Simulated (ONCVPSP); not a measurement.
# La: generating and testing an ONCV potential

Do these settings give a usable potential? It is generated, then checked for transferability, scattering, ghosts and hardness.

The numbers are computed with ONCVPSP 4.0.1.1 (patched build) (PBE, scalar-relativistic, spin-unpolarised reference atom).

**1. The design**

Typed settings, in words:

```
element                 : lanthanum (La, Z = 57)
type                    : optimised norm-conserving Vanderbilt (ONCV)
frozen core             : [Kr]
valence charge          : 21
reference configuration : 4d10 5s2 5p6 5d1 6s1 (charge +1)
partial waves           : 5s+6s: rc 2.75 bohr, ncon 4, nbas 9, qcut 3.7 1/bohr, 2 projectors; 5p: rc 1.85 bohr, ncon 4, nbas 7, qcut 5.1 1/bohr, 2 projectors, debl 0.5 Ha; 4d+5d: rc 1.50 bohr, ncon 3, nbas 8, qcut 10.5 1/bohr, 2 projectors; f scattering state at 0.13 Ha: rc 2.40 bohr, ncon 3, nbas 6, qcut 5.3 1/bohr, 3 projectors, debl 1.7 Ha
local potential         : polynomial inside 1.25 bohr (lpopt 5, dvloc0 0 Ha)
core correction         : Teter function, parameters optimised by the program
```

**2. Generation**

The input, La.dat:

```
# ATOM AND REFERENCE CONFIGURATION
# atsym  z   nc   nv     iexc    psfile
  La 57.00    8    5        4      upf
#
#   n    l    f
    1    0    2.00
    2    0    2.00
    2    1    6.00
    3    0    2.00
    3    1    6.00
    3    2   10.00
    4    0    2.00
    4    1    6.00
    4    2   10.00
    5    0    2.00
    5    1    6.00
    5    2    1.00
    6    0    1.00
#
# PSEUDOPOTENTIAL AND OPTIMIZATION
# lmax
    3
#
#   l,   rc,      ep,       ncon, nbas, qcut
    0    2.75    0.00    4    9    3.70
    1    1.85    0.00    4    7    5.10
    2    1.50    0.00    3    8   10.50
    3    2.40    0.13    3    6    5.30
#
# LOCAL POTENTIAL
# lloc, lpopt,  rc(5),   dvloc0
    4    5    1.25    0.00
#
# VANDERBILT-KLEINMAN-BYLANDER PROJECTORs
# l, nproj, debl
    0    2    1.50
    1    2    0.50
    2    2    3.60
    3    3    1.70
#
# MODEL CORE CHARGE
# icmod, fcfact, rcfact
    4    0.30    0.00
#
# LOG DERIVATIVE ANALYSIS
# epsh1, epsh2, depsh
   -6.00    5.00    0.04
#
# OUTPUT GRID
# rlmax, drl
    6.00    0.01
#
# TEST CONFIGURATIONS
# ncnf
    4
# nvcnf
#   n    l    f
    5
    4    2   10.00
    5    0    2.00
    5    1    6.00
    5    2    1.00
    6    0    2.00
#
    5
    4    2   10.00
    5    0    2.00
    5    1    6.00
    5    2    1.00
    6    0    0.00
#
    5
    4    2   10.00
    5    0    2.00
    5    1    6.00
    5    2    0.00
    6    0    0.00
#
    5
    4    2   10.00
    5    0    2.00
    5    1    5.00
    5    2    1.00
    6    0    2.00
#
```

Launch:

```bash
$ oncvpsp.x < La.dat > La.out
```

**Question.** What will these runs give? Wanted: cutoffs for 1 and 0.1 mHa per electron, occupied waves; bound ghosts; GHOST(+) flags; largest test error; largest phase difference near zero energy, channels read; rms error of d²Exc/dn², without and with the model core; projector energies reset by the program.

**Answer**, as computed:

```
                                                quantity                                            value
  cutoffs for 1 and 0.1 mHa per electron, occupied waves                                  44 Ha and 48 Ha
                                            bound ghosts                                   s at -81.34 eV
                                          GHOST(+) flags                          p at 77 eV, f at 312 eV
                            largest test error (AE − PS)               -5.9 meV, for 4d10 5s2 5p5 5d1 6s2
largest phase difference near zero energy, channels read                                        0.010 rad
 rms error of d²Exc/dn², without and with the model core                                4.35 and 2.28 mHa
                 projector energies reset by the program  p: -1.036, 0.250 Ha; f: -0.374, 1.326, 3.026 Ha
```

**Reading.** It has a bound ghost (s), a state that the atom doesn't have, and that rules the file out. The worst unpolarised test, 4d10 5s2 5p5 5d1 6s2, is off by 5.9 meV on 21.0 eV; by total energies transferability rates as good. Atomic tests can pass in spite of a ghost, since they solve only for the levels asked. It counts as hard, with 44 Ha needed at the looser tolerance. Near zero energy the phases of the channels with partial waves agree within 0.010 rad. The pseudo curves have a pole with no partner nearby in the atom's: s at -2.96 Ha. The program also flags highly localised states, GHOST(+) (p, f).
